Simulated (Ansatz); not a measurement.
**CH₇AlO₂Si: up Jacob's ladder to CCSD(T)**

Aim: compute CH₇AlO₂Si with functionals from several rungs and with coupled cluster. The yardstick is the atomisation energy at the CCSD(T) limit.

Method: functionals in def2-TZVPP, the program's frozen cores in correlated methods; program: Ansatz 0.2.0, Gaussian basis.

The runs, in order: PBE-D4, r2SCAN-D4, PBE0-D4, B3LYP-D4, ωB97X-V, ωB97M-V, B2PLYP; CCSD(T)/def2-TZVPP; MP2/def2-QZVPP; extrapolation to the limit.

## 1. The relaxed structure

All runs share one geometry, relaxed beforehand with PBE0-D4 in a triple-zeta def2 set.

12 atoms, charge 0, spin multiplicity 1.

Atoms are counted from 1 here; the program's logs count them from 0.

Bond lengths: O1–Al2 1.703 Å, O1–H6 0.955 Å, Al2–C3 1.995 Å, Al2–H7 1.588 Å, C3–O4 1.451 Å, C3–H8 1.096 Å, C3–H9 1.094 Å, O4–Si5 1.628 Å, Si5–H10 1.479 Å, Si5–H11 1.526 Å, Si5–H12 1.485 Å. Angles: Al2–O1–H6 123.0°, O1–Al2–C3 116.5°, O1–Al2–H7 120.8°, C3–Al2–H7 121.6°, Al2–C3–O4 108.7°, Al2–C3–H8 113.5°, Al2–C3–H9 112.0°, O4–C3–H8 109.5°, O4–C3–H9 106.4°, H8–C3–H9 106.5°, C3–O4–Si5 114.1°, O4–Si5–H10 110.7°, O4–Si5–H11 105.1°, O4–Si5–H12 114.7°, H10–Si5–H11 109.4°, H10–Si5–H12 111.3°, H11–Si5–H12 105.2°.

## 2. PBE-D4 (GGA)

File in.yaml:

```yaml
crystal:
  periodic: [false, false, false]
  atoms:
    - {symbol: O, position_ang: [-2.510272, 0.207528, -0.191348]}
    - {symbol: Al, position_ang: [-0.980994, 0.891757, 0.112211]}
    - {symbol: C, position_ang: [0.459492, 0.472378, -1.202991]}
    - {symbol: O, position_ang: [1.625721, -0.000423, -0.480107]}
    - {symbol: Si, position_ang: [1.288955, -1.069361, 0.700489]}
    - {symbol: H, position_ang: [-3.287000, 0.418996, 0.323288]}
    - {symbol: H, position_ang: [-0.801963, 2.027429, 1.207222]}
    - {symbol: H, position_ang: [0.165521, -0.273094, -1.951179]}
    - {symbol: H, position_ang: [0.778438, 1.359607, -1.758264]}
    - {symbol: H, position_ang: [2.358340, -1.072405, 1.722097]}
    - {symbol: H, position_ang: [-0.011330, -0.573440, 1.327624]}
    - {symbol: H, position_ang: [0.991994, -2.444074, 0.224959]}
basis:
  gaussian: {orbitals: def2-TZVPP}
hamiltonian: {xc: pbe, dispersion: d4}
output: {forces: true, orbitals: {seedname: orbitals}}
```

Started as:

```console
ansatz run in.yaml --threads 4 --pin off --events-out ev --progress --plain --max-ram 10444MiB
```

After this run come: r2SCAN-D4 (meta-GGA); PBE0-D4 (hybrid); B3LYP-D4 (hybrid); ωB97X-V (range-separated); ωB97M-V (range-separated); B2PLYP (double hybrid); CCSD(T) in def2-TZVPP; MP2 in def2-QZVPP.

**Question.** What will the summary of the whole plan be? Wanted: atomisation energy, CCSD(T)/CBS; farthest; mean size of error, hybrid; mean size of error, range-separated; gap, smallest and largest; T1 diagnostic; triples share of the correlation energy.

**Answer**, as computed:

```
                               quantity                                 value
        atomisation energy, CCSD(T)/CBS                             43.176 eV
    functionals within 0.216 eV (0.5 %)   PBE-D4, r2SCAN-D4, ωB97X-V, ωB97M-V
                               farthest                    B2PLYP (-0.722 eV)
             mean size of error, hybrid                              0.513 eV
    mean size of error, range-separated                              0.036 eV
              gap, smallest and largest  4.41 eV (PBE-D4), 11.03 eV (ωB97X-V)
                          T1 diagnostic                                0.0126
triples share of the correlation energy                                 3.5 %
```

PBE-D4 is off by +0.007 eV. Double hybrids carry the basis error of their MP2 part in triple zeta, and no dispersion term here, so their miss is partly the set-up's. Misses under about 0.216 eV are within the doubt on the reference itself, which lacks core-valence correlation, relativity and higher excitations. Hartree-Fock recovers 72 % of the binding; the rest is correlation. Orbital gaps span 4.4 to 11.0 eV; exact exchange widens them.
